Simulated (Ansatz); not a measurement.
# Rh (Rhodium): further runs on the relaxed cell

The task here is to estimate one member of a computed series from the others.

The COD entry's cell or inner coordinates are ideal or old and differ from later refinements, so a difference from it is no clean test against experiment.

Method: DFT PBE, scalar-relativistic, plane waves, PAW, in Ansatz 0.2.0.

2 further runs of the same task are left out: 2 set aside as unsound or not needed.

## Starting point

Symmetry: Fm-3m, No. 225, cubic system. Conventional cell: a = 3.830 Å, b = 3.830 Å, c = 3.830 Å, α = 90.00°, β = 90.00°, γ = 90.00°. Rh (site symmetry m-3m) has 12 Rh at 2.71 Å as nearest neighbours.

Coordinates:

```xyz
1
Lattice="0.0000 1.9150 1.9150 1.9150 0.0000 1.9150 1.9150 1.9150 0.0000" Properties=species:S:1:pos:R:3 pbc="T T T"
Rh    0.0000    0.0000    0.0000
```

This cell was relaxed beforehand with the same method: volume 14.05 Å³/atom, gap on the mesh none (metal).

The first run:

input.yaml

```yaml
crystal:
  lattice:
    - [0.0, 1.9149890306, 1.9149890306]
    - [1.9149890306, 0.0, 1.9149890306]
    - [1.9149890306, 1.9149890306, 0.0]
  atoms:
    - { symbol: Rh, position: [0.0, 0.0, 0.0] }
basis:
  ecutwfc: 420
kpoints:
  mp_grid: { grid: [18, 18, 18] }
  band_path:
    path:
      - [[0.0, 0.0, 0.0], [0.5, 0.0, 0.5], [0.625, 0.25, 0.625]]
      - [[0.375, 0.375, 0.75], [0.0, 0.0, 0.0], [0.5, 0.5, 0.5], [0.5, 0.25, 0.75], [0.5, 0.0, 0.5]]
    npoints: 14
hamiltonian:
  xc: pbe
scf:
  occupations: { method: gaussian, width: 0.1 }
  n_extra_bands: 6
output:
  forces: true
  stress: true
  eigenvalues: true
  populations: true
  dos: { projected: true, de: 0.02, nscf_kmesh: { grid: [27, 27, 27] } }
  bader: true
  write_density: true
  write_potential: true
  elf: true
  volumetric_format: npy
```

Started as:

```sh
$ ansatz run input.yaml --threads 1 --pin off --max-ram 2560MiB --backend cpu --events-out ev --progress --plain --runs-dir out
```

Among the steps run: Static run: bands, density of states and charges; The cell as listed, for comparison; The cell scaled to 0.97 of its volume; Point at V/V0 = 1.03; Point at V/V0 = 0.94; Volume × 1.06; Volume × 0.91; Point at V/V0 = 1.10; The cell scaled to 0.88 of its volume.

One of the session's tables, all rows but one given; the rest of the session is left out.

| volume (Å³/atom) | energy above the lowest point (meV/atom) | pressure (GPa) |
| --- | --- | --- |
| 12.360 | 210.2 | 45.65 |
| 12.781 | 110.2 | 30.93 |
| 13.203 | 45.7 | 18.67 |
| 13.624 | 10.6 | 8.47 |
| 14.045 | 0.0 | -0.01 |
| 14.467 | 9.8 | -7.05 |
| 14.888 | ? | ? |
| 15.450 | 93.3 | -19.12 |

Estimate the missing values for volume (Å³/atom) = 14.888.

Worked estimate for «energy above the lowest point (meV/atom)». A straight line through the neighbours (14.467, 9.8) and (15.450, 93.3) gives 9.8 + (93.3 − 9.8) × (14.888 − 14.467) / (15.450 − 14.467) = 45.6; a parabola fitted to 3 rows on both sides gives 35.2.

**Answer.** energy above the lowest point (meV/atom): 36.4; pressure (GPa): -12.89. In «energy above the lowest point (meV/atom)» the line misses by +9.2 and the parabola by -1.2.
